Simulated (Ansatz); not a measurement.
What does this script print? It uses Ansatz's Python interface.

`POSCAR_re`
```text
Re
1.0
   0.00000000    1.97500000    1.97500000
   1.97500000    0.00000000    1.97500000
   1.97500000    1.97500000    0.00000000
Re
1
Direct
   0.00000000    0.00000000    0.00000000
```

`pipeline_re.py`
```python
"""From the given cell of Re to a relaxed cell, its gap and its density of states."""

import logging
import sys

import ansatz as az
from ase.io import read
import numpy as np

logging.basicConfig(stream=sys.stdout, format="%(levelname)s:%(name)s:%(message)s")
logger = logging.getLogger("calc")
logger.setLevel(logging.INFO)


def count_gap(report):
    # lowest empty less highest filled band, counting bands; zero where they overlap
    return max(report.get("gap_by_band_count_ev") or 0.0, 0.0)


def setup_for(crystal, spacing):
    return (
        crystal.calculation()
        .functional("r2scan")
        .occupations("Marzari-Vanderbilt", width=0.05)
        .basis(500)
        .kpoints(spacing=spacing)
    )


def main() -> None:
    atoms = read("POSCAR_re", format="vasp")
    material = az.Crystal.from_ase(atoms)

    relaxed = setup_for(material, 0.3).relax(cell=True, force_tolerance=0.02, max_steps=40).checkpoint(write="relax.run").run()
    cell = np.asarray(relaxed.lattice.cell_ang)
    print("relaxed edges (A):", np.linalg.norm(cell, axis=1).round(4), " volume:", round(abs(np.linalg.det(cell)), 3), "A^3")
    for site in relaxed.lattice.sites:
        print(" ", site.symbol, np.round(site.position_frac, 4) + 0.0)

    final = az.Crystal.from_checkpoint("relax.run")
    res = setup_for(final, 0.22).functional("r2scan").stress().band_table().density_of_states(energy_step=0.05).run()
    data = res.report
    dos = res.density_of_states()
    logger.info(f"pressure at the relaxed cell {np.trace(data['stress_gpa']) / 3:.3f} GPa, gap by band count {count_gap(data):.3f} eV")
    if count_gap(data) == 0:
        print("states/eV at the Fermi level:", round(float(np.interp(dos.fermi_ev, dos.energies_ev, dos.spin_summed_g_bin_mean_per_ev)), 3))


if __name__ == "__main__":
    main()
```

```console
$ python pipeline_re.py
relaxed edges (A): [2.7523 2.7523 2.7523]  volume: 14.742 A^3
  Re [0. 0. 0.]
DeckWarning: crystal.checkpoint: the structure is that of relax.run, a `relax` run, at its step 4: its result, under r2scan at a charge of 0 e; 1 atoms read, 0 with a starting moment [...]
INFO:calc:pressure at the relaxed cell 0.164 GPa, gap by band count 0.000 eV
states/eV at the Fermi level: 0.705
```
(Warnings from the package without file and line, shortened.)

Notes:
- The mesh is modest for a metal, so energies can be off by several to tens of meV an atom and pressures by half a GPa or more; differences at equal mesh fare better.
- The zero of the levels is a convention of the potentials, so an absolute Fermi energy is no work function.
- A gap by band count of zero or less means overlapping bands, a metal, and at an odd count of electrons it is no gap at all.
- This isn't the structure that Re takes at ambient conditions.
- Gaps and levels are Kohn-Sham values on a finite set of k-points, without spin-orbit coupling.
- Where the second run takes another functional or mesh than the relaxation, its pressure isn't zero; pressure is positive in compression.
- The density of states is complete only as far up as bands were computed.
- It ran for 22 s on 1 thread of Arm Neoverse N1, on a shared host, peak memory 0.47 GiB.

(Lines on the test bed's own set-up are left out of the output.)
